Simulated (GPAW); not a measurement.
**HBr (hydrogen bromide): vdW-DF2/plane waves (scalar-relativistic datasets, plane-wave cutoff 500 eV, solver steps 4)**

Aim: a geometry optimisation of HBr (hydrogen bromide). 

Program for the calculation: GPAW 26.7.0.

10 further runs of the same task are left out: 2 that didn't finish, 8 set aside as unsound or not needed. Runs told in other sessions of the task aren't counted.

## Step 1: Starting point

The species is HBr (2 atoms), meant as a singlet with charge 0. SMILES: `Br`. The shape is built from the SMILES string. The run starts from this shape.

Bond lengths: Br1–H2 1.529 Å.

## Step 2: A geometry optimisation at vdW-DF2/plane waves (scalar-relativistic datasets, plane-wave cutoff 500 eV, solver steps 4)

calc.py

```python
from ase import Atoms
from ase.io import write
from ase.optimize import GPMin
from gpaw import GPAW, PW
from rdkit import Chem
from rdkit.Chem import AllChem

rd = Chem.AddHs(Chem.MolFromSmiles('Br'))
AllChem.EmbedMolecule(rd, randomSeed=841)
AllChem.UFFOptimizeMolecule(rd)
mol = Atoms([a.GetSymbol() for a in rd.GetAtoms()], positions=rd.GetConformer().GetPositions())
write('start.xyz', mol)
mol.set_cell([11.0, 11.0, 11.0])
mol.center()

calculator = GPAW(mode=PW(500),
                  xc={'name': 'vdW-DF2', 'backend': 'libvdwxc'},
                  occupations={'name': 'methfessel-paxton', 'width': 0.5},
                  eigensolver={'name': 'ppcg', 'niter': 4},
                  maxiter=60,
                  symmetry='off',
                  txt='-')
mol.calc = calculator

opt = GPMin(mol, trajectory='molecule.traj')
converged = opt.run(fmax=0.05, steps=100)
print('Converged:', converged)
print(f'Final energy = {mol.get_potential_energy():.5f} eV')
write('relaxed.xyz', mol)
```

Command:

```console
$ python calc.py > calc.log
```

Log:

```text
__  _  _
 | _ |_)|_||  |
 |__||  | ||/\| - 26.7.0

units:  Angstrom and eV
cores:  1
OpenMP: False

Versions:
  Python: 3.12.14
  ASE:    3.29.0
  Numpy:  2.5.5
  Scipy:  1.18.1
  Libxc:  7.0.0

        _gpaw.cpython-312-aarch64-linux-gnu.so

Input parameters:
  mode=PW(ecut=500.0),
  eigensolver=PPCG(niter=4, min_niter=1, max_buffer_mem=209715200, blocksize=None, rr_modulo=5, include_cg=True, promote_inner_dtype=False, tolerances=None),
  maxiter=60,
  occupations=Occupations(name='methfessel-paxton', width=0.5),
  symmetry=Symmetry(point_group=False, time_reversal=False),
  xc=XC(name='vdW-DF2', backend='libvdwxc')

Diagonalizing LCAO Hamiltonian
Converting LCAO to pw mode
        .--------------------------.
       /|                          |
      / |                          |
     /  |                          |
    /   |                          |
   /    |                          |
  /     |                          |
 *      |                          |
 |      |                          |
 |      |                          |
 |      |                          |
 |      |       H   Br             |
 |      |                          |
 |      |                          |
 |      .--------------------------.
 |     /                          /
 |    /                          /
 |   /                          /
 |  /                          /
 | /                          /
 |/                          /
 *--------------------------*

Atoms  # Å, Bohr magnetons
|   | symbol |        x |        y |        z |    initial magnetic moments |
|---|--------|----------|----------|----------|-----------------------------|
| 0 |     Br | 6.264479 | 5.500000 | 5.500000 | ( 0.0000,  0.0000,  0.0000) |
| 1 |      H | 4.735521 | 5.500000 | 5.500000 | ( 0.0000,  0.0000,  0.0000) |

Unit cell  # Å
| periodic |         x |         y |         z |   lengths |    angles |
|----------|-----------|-----------|-----------|-----------|-----------|
|       no | 11.000000 |  0.000000 |  0.000000 | 11.000000 | 90.000000 |
|       no |  0.000000 | 11.000000 |  0.000000 | 11.000000 | 90.000000 |
|       no |  0.000000 |  0.000000 | 11.000000 | 11.000000 | 90.000000 |

Number of symmetries: 1
Symmetry operations  # r_c * U_cc + t_c -> r_c
|   | kind |            matrix            |
|---|------|------------------------------|
| 0 |  E   |  1, 0, 0,  0, 1, 0,  0, 0, 1 |

BZ-sampling:
  Number of BZ points: 1
  Number of IBZ points: 1

  Monkhorst-Pack size: [1, 1, 1]
  Monkhorst-Pack shift: [0, 0, 0]

K-points  # in reciprocal-cell coordinates
|   |                                coordinates |     weight |
|---|--------------------------------------------|------------|
| 0 | (  0.00000000,   0.00000000,   0.00000000) | 1.00000000 |

Plane wave coefficients: 16917
Cutoff: 500.0 eV

Spin-components: 1 (collinear spins)
Bands:           5
Projectors:      8
Spin-degeneracy: 2
Datatype:        float64

  Storage: CPU
  Wave functions: 1_353_360 bytes (1_353_360 per core)
  Projectors: 5_142_768 bytes (5_142_768 per core)

Parallelization:
  kpt:    1
  domain: 1
  band:   1

Density:
  Valence electrons: 8.0
  Components: 1
  Grid points: [60 60 60]
  Charge: 0.0  # |e|

Potential:
  Grid points: [60 60 60]

species:
  Br:
    name:    Bromine
    Z:       35.0
    valence: 7
    core:    28
    charge:  0.0  # [|e|]
    file:    Br.PBE.gz
    compensation charges:
      type: gauss
      rc: 0.35  # [Å]
      lmax: 2
    cutoffs:
      filter: 1.98  # [Å]
      core: 2.38  # [Å]
    projectors
    | kind |    occ | energy [eV] | rcut [Å] |
    |------|--------|-------------|----------|
    |   4s |  2.000 |     -20.121 |    1.111 |
    |   4p |  5.000 |      -7.861 |    1.111 |
    |    s |        |       7.091 |    1.111 |
    |    p |        |      19.351 |    1.111 |
    |    d |        |       0.000 |    1.111 |

    Using partial waves for Br as LCAO basis

  H:
    name:    Hydrogen
    Z:       1.0
    valence: 1
    core:    0
    charge:  0.0  # [|e|]
    file:    H.PBE.gz
    compensation charges:
      type: gauss
      rc: 0.15  # [Å]
      lmax: 2
    cutoffs:
      filter: 0.85  # [Å]
      core: 0.53  # [Å]
    projectors
    | kind |    occ | energy [eV] | rcut [Å] |
    |------|--------|-------------|----------|
    |   1s |  1.000 |      -6.494 |    0.476 |
    |    s |        |      20.717 |    0.476 |
    |    p |        |       0.000 |    0.476 |

    Using partial waves for H as LCAO basis

Reference energy: -70914.737891  # eV

eigensolver:
  PPCG
  Converge bands: occupied
  niter=4

density mixing:
  MSR1-Mixer
  Pratt-step length: 0.05
  Maximum mixing coefficient: 0.75
  Old densities: 10
  SVD Regularization: 0.005
  Good broyden scale: 1.0
  Trust region scale: 1.0
  Backstep threshold: 4.0
  History deletion threshold: 6.0
  Fourier metric: weight=20.0, sigma=0.015

occupation numbers:
  Methfessel-Paxton:
    width: 0.5000  # eV
    order: 0

poisson solver:
  ecut: 4000.0  # eV

xc functional:
  name: vdW-DF2 with libvdwxc
  Mode: serial
  Semilocal: GGA_X_RPW86+LDA_C_PW with 2 nearest neighbor stencil
  Local blocksize: 120 x 120 x 120
  PAW datasets: PBE

Initialization done in: 2.285 s

convergence criteria:
- Maximum [total energy] change in last 3 cyles: 0.0005 eV / valence electron
- Maximum integral of absolute [dens]ity change: 0.0001 electrons / valence electron
- Maximum integral of absolute [eigenst]ate change: 4e-08 eV^2 / valence electron
maximum number of iterations: 60

SCF iterations
[... 8 lines left out ...]
Converged in 8 steps
[... 12 lines left out ...]
  Free energy:     -78.640022
[... 2 lines left out ...]
dipole moment: (-0.152898, -0.000008, -0.000008)  # |e|*Ang
[... 64 lines left out ...]
convergence criteria:
- Maximum [total energy] change in last 3 cyles: 0.0005 eV / valence electron
[... 13 lines left out ...]
Converged in 9 steps
[... 12 lines left out ...]
  Free energy:     -71.904535
[... 2 lines left out ...]
dipole moment: (-0.132978, -0.000028, -0.000028)  # |e|*Ang
[... 62 lines left out ...]
convergence criteria:
- Maximum [total energy] change in last 3 cyles: 0.0005 eV / valence electron
[... 13 lines left out ...]
Converged in 9 steps
[... 12 lines left out ...]
  Free energy:     -78.547202
[... 2 lines left out ...]
dipole moment: (-0.140219, -0.000038, -0.000038)  # |e|*Ang
[... 17 lines left out ...]
Forces  # eV/Ang
|        x |        y |        z |
|----------|----------|----------|
|  3.31957 | -0.00000 | -0.00000 |  # Br   0
| -3.31960 |  0.00000 |  0.00000 |  # H    1

Force computation time: 0.190  # s
        .--------------------------.
       /|                          |
      / |                          |
     /  |                          |
    /   |                          |
   /    |                          |
  /     |                          |
 *      |                          |
 |      |                          |
 |      |                          |
 |      |       H   Br             |
 |      |                          |
 |      |                          |
 |      |                          |
 |      .--------------------------.
 |     /                          /
 |    /                          /
 |   /                          /
 |  /                          /
 | /                          /
 |/                          /
 *--------------------------*

Atoms  # Å, Bohr magnetons
|   | symbol |        x |        y |        z |    initial magnetic moments |
|---|--------|----------|----------|----------|-----------------------------|
| 0 |     Br | 6.224095 | 5.500000 | 5.500000 | ( 0.0000,  0.0000,  0.0000) |
| 1 |      H | 4.775521 | 5.500000 | 5.500000 | ( 0.0000,  0.0000,  0.0000) |

Unit cell  # Å
| periodic |         x |         y |         z |   lengths |    angles |
|----------|-----------|-----------|-----------|-----------|-----------|
|       no | 11.000000 |  0.000000 |  0.000000 | 11.000000 | 90.000000 |
|       no |  0.000000 | 11.000000 |  0.000000 | 11.000000 | 90.000000 |
|       no |  0.000000 |  0.000000 | 11.000000 | 11.000000 | 90.000000 |

Initialization done in: 1.941 s

convergence criteria:
- Maximum [total energy] change in last 3 cyles: 0.0005 eV / valence electron
- Maximum integral of absolute [dens]ity change: 0.0001 electrons / valence electron
- Maximum integral of absolute [eigenst]ate change: 4e-08 eV^2 / valence electron
maximum number of iterations: 60

SCF iterations
|iter     |     time |      energy | eigst |  dens |
|---------|----------|-------------|-------|-------|
|iter:   1| 00:01:00 |  -78.842716 | -3.25 |       |
|iter:   2| 00:01:02 |  -78.819482 | -5.98 | -1.35 |
|iter:   3| 00:01:04 |  -78.727515 | -4.33 | -1.41 |
[... 4 lines of this table left out ...]
|iter:   8| 00:01:15 |  -78.711246c| -7.42c| -4.01c|

Converged in 8 steps
SCF loop duration: 15.360 s (1.920 s/step)
Energy contributions relative to reference atoms: (reference = -70914.737891)

Energy contributions:
  Kinetic:          10.672753
  Coulomb:         -11.684964
  Zero:             -0.111454
  External:          0.000000
  Xc:              -77.587581
  Entropy:          -0.000000
  Spinorbit:         0.000000
  ----------------------------
  Free energy:     -78.711246
  Extrapolated:    -78.711246

dipole moment: (-0.147087, 0.000157, 0.000157)  # |e|*Ang

Fermi level: -5.129
Eigenvalues  # (at kpt = [0.000, 0.000, 0.000])
| band index |      eig [eV] | occ [0-2] |
|------------|---------------|-----------|
|          0 |       -20.545 |     2.000 |
|          1 |       -11.174 |     2.000 |
|          2 |        -7.462 |     2.000 |
|          3 |        -7.462 |     2.000 |
|          4 |        -2.031 |     0.000 |

Gap: 5.432 eV
Transition (v -> c):
  (s=0, k=0, n=3, [0.00, 0.00, 0.00]) -> (s=0, k=0, n=4, [0.00, 0.00, 0.00])
No difference between direct/indirect transitions
vacuum-level: 0.194  # V

Forces  # eV/Ang
|        x |        y |        z |
|----------|----------|----------|
| -0.10541 |  0.00000 | -0.00000 |  # Br   0
|  0.10507 | -0.00000 | -0.00000 |  # H    1

Force computation time: 0.170  # s
GPMin:    1 hh:mm:ss      -78.711246        0.105408
        .--------------------------.
       /|                          |
      / |                          |
     /  |                          |
    /   |                          |
   /    |                          |
  /     |                          |
 *      |                          |
 |      |                          |
 |      |                          |
 |      |       H   Br             |
 |      |                          |
 |      |                          |
 |      |                          |
 |      .--------------------------.
 |     /                          /
 |    /                          /
 |   /                          /
 |  /                          /
 | /                          /
 |/                          /
 *--------------------------*

Atoms  # Å, Bohr magnetons
|   | symbol |        x |        y |        z |    initial magnetic moments |
|---|--------|----------|----------|----------|-----------------------------|
| 0 |     Br | 6.221904 | 5.500000 | 5.500000 | ( 0.0000,  0.0000,  0.0000) |
| 1 |      H | 4.777699 | 5.500000 | 5.500000 | ( 0.0000,  0.0000,  0.0000) |

Unit cell  # Å
| periodic |         x |         y |         z |   lengths |    angles |
|----------|-----------|-----------|-----------|-----------|-----------|
|       no | 11.000000 |  0.000000 |  0.000000 | 11.000000 | 90.000000 |
|       no |  0.000000 | 11.000000 |  0.000000 | 11.000000 | 90.000000 |
|       no |  0.000000 |  0.000000 | 11.000000 | 11.000000 | 90.000000 |

Initialization done in: 1.947 s

convergence criteria:
- Maximum [total energy] change in last 3 cyles: 0.0005 eV / valence electron
- Maximum integral of absolute [dens]ity change: 0.0001 electrons / valence electron
- Maximum integral of absolute [eigenst]ate change: 4e-08 eV^2 / valence electron
maximum number of iterations: 60

SCF iterations
|iter     |     time |      energy | eigst |  dens |
|---------|----------|-------------|-------|-------|
|iter:   1| 00:01:17 |  -78.711661c| -6.36 |       |
|iter:   2| 00:01:19 |  -78.711630c| -7.68c| -2.79 |
|iter:   3| 00:01:22 |  -78.711493c| -6.84 | -2.85 |
|iter:   4| 00:01:24 |  -78.711491c| -8.16c| -3.56 |
|iter:   5| 00:01:26 |  -78.711491c| -7.69c| -3.87 |
|iter:   6| 00:01:28 |  -78.711491c| -8.16c| -4.72c|

Converged in 6 steps
SCF loop duration: 10.825 s (1.804 s/step)
Energy contributions relative to reference atoms: (reference = -70914.737891)

Energy contributions:
  Kinetic:          10.887256
  Coulomb:         -11.864065
  Zero:             -0.111571
  External:          0.000000
  Xc:              -77.623111
  Entropy:          -0.000000
  Spinorbit:         0.000000
  ----------------------------
  Free energy:     -78.711491
  Extrapolated:    -78.711491

dipole moment: (-0.147082, -0.000107, -0.000107)  # |e|*Ang

Fermi level: -5.129
Eigenvalues  # (at kpt = [0.000, 0.000, 0.000])
| band index |      eig [eV] | occ [0-2] |
|------------|---------------|-----------|
|          0 |       -20.556 |     2.000 |
|          1 |       -11.187 |     2.000 |
|          2 |        -7.464 |     2.000 |
|          3 |        -7.464 |     2.000 |
|          4 |        -2.012 |     0.000 |

Gap: 5.453 eV
Transition (v -> c):
  (s=0, k=0, n=3, [0.00, 0.00, 0.00]) -> (s=0, k=0, n=4, [0.00, 0.00, 0.00])
No difference between direct/indirect transitions
vacuum-level: 0.194  # V

Forces  # eV/Ang
|        x |        y |       z |
|----------|----------|---------|
| -0.00697 |  0.00000 | 0.00000 |  # Br   0
|  0.00673 | -0.00000 | 0.00000 |  # H    1

Force computation time: 0.181  # s
GPMin:    2 hh:mm:ss      -78.711491        0.006968
Converged: True
Final energy = -78.71149 eV
```

Run time: 89 s. Hardware: 1 thread of Arm Neoverse V2, shared host; peak memory 0.89 GiB.

Step by step:

```
step  energy from the first frame kept (eV)  largest force (eV/Å)
   0                                 0.0000                1.5627
   1                                -0.0712                0.1054
   2                                -0.0715                0.0070
```

After the run. Bond lengths: Br1–H2 1.444 Å.

## Step 3: Results

At vdW-DF2/plane waves (scalar-relativistic datasets, plane-wave cutoff 500 eV, solver steps 4):

| quantity | value |
| --- | --- |
| energy as printed (from the program's reference atoms) | -78.7115 eV |
| dipole moment | 0.71 D |
| HOMO energy (shifted to the vacuum level, unlike the log) | -7.66 eV |
| LUMO energy (shifted to the vacuum level, unlike the log) | -2.21 eV |
| HOMO–LUMO gap | 5.45 eV |
| bond length | 1.444 Å |

At the final geometry: Bond lengths: Br1–H2 1.444 Å. The optimisation took 2 steps and changed the energy by -0.071 eV.
